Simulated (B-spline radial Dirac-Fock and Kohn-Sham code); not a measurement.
# Ti⁴⁺: core levels and X-ray properties

Aim: for the Ti⁴⁺ ion, compute its X-ray form factor and Compton profile and the binding energy of each subshell.

Method: a free atom or ion on a radial basis; each step names its model; computed with B-spline radial Dirac-Fock and Kohn-Sham code, version 3.

## (1) The atom as given

Ti⁴⁺, configuration [Ne] 3s2 3p6, inside a Watson sphere of charge -4 and radius 1.6 Å (a model of the Madelung potential; inside it an electron's potential energy is raised by 36.0 eV).

| Quantity | Value |
| --- | --- |
| nuclear charge | 22 |
| electrons | 18 |
| mass number | 48 |
| nuclear rms radius | 3.5921 fm |

## (2) Form factor and Compton profile

Model: Dirac-Fock average of configuration, finite nucleus; form factor of the spherical density, Waller-Hartree incoherent function, impulse-approximation Compton profiles.

Recorded inputs:

```ini
task = scatter
Z = 22
charge = 4
configuration = 1s2 2s2 2p6 3s2 3p6
mass_number = 48
rms_radius = 3.5921  # fm
s = [0.0, 0.05, 0.1, 0.15, 0.2, 0.25, 0.3, 0.35, 0.4, 0.45, 0.5, 0.6, 0.7, 0.8, 0.9, 1.0, 1.1, 1.2, 1.4, 1.6, 1.8, 2.0, 2.5, 3.0, 3.5, 4.0, 5.0, 6.0]  # 1/A
pz = [0, 0.1, 0.2, 0.3, 0.4, 0.5, 0.6, 0.8, 1.0, 1.2, 1.4, 1.6, 1.8, 2.0, 2.5, 3.0, 4.0, 5.0, 7.0, 10.0, 15.0, 20.0, 30.0, 40.0, 60.0, 100.0]  # a.u.
photon_energy = [1000, 2000, 5000, 8047.8, 10000, 20000, 30000, 200000]  # eV
watson_charge = -4  # e
watson_radius = 1.6  # A
```

## (3) Hole states by ΔSCF

Model: Dirac-Fock average of configuration, Delta-SCF, finite nucleus, first-order Breit with its frequency dependence, self-energy and vacuum polarisation.

The run's settings:

```ini
task = binding
```

Before running it: what results should come out? Wanted: rms radius of the electron cloud; form factor halves at; Compton profile at zero; deepest level listed, K; least bound, M3; Kα1.

The runs gave:

```
                        quantity         value
rms radius of the electron cloud    0.762 bohr
           form factor halves at      0.52 1/Å
         Compton profile at zero  3.264 1/a.u.
    deepest level listed, K (1s)     5000.5 eV
         least bound, M3 (3p3/2)      62.06 eV
                             Kα1     4508.1 eV
```

In words: The form factor starts at the 18 electrons and halves by s = 0.52 1/Å. Incoherent scattering outweighs coherent from 200 keV on, among the energies asked. For K (1s), relaxation takes off 31.2 eV, Breit terms shift it by -4.53 and QED by -2.02 eV. The Hartree-Fock and Dirac-Fock values hold no electron correlation.
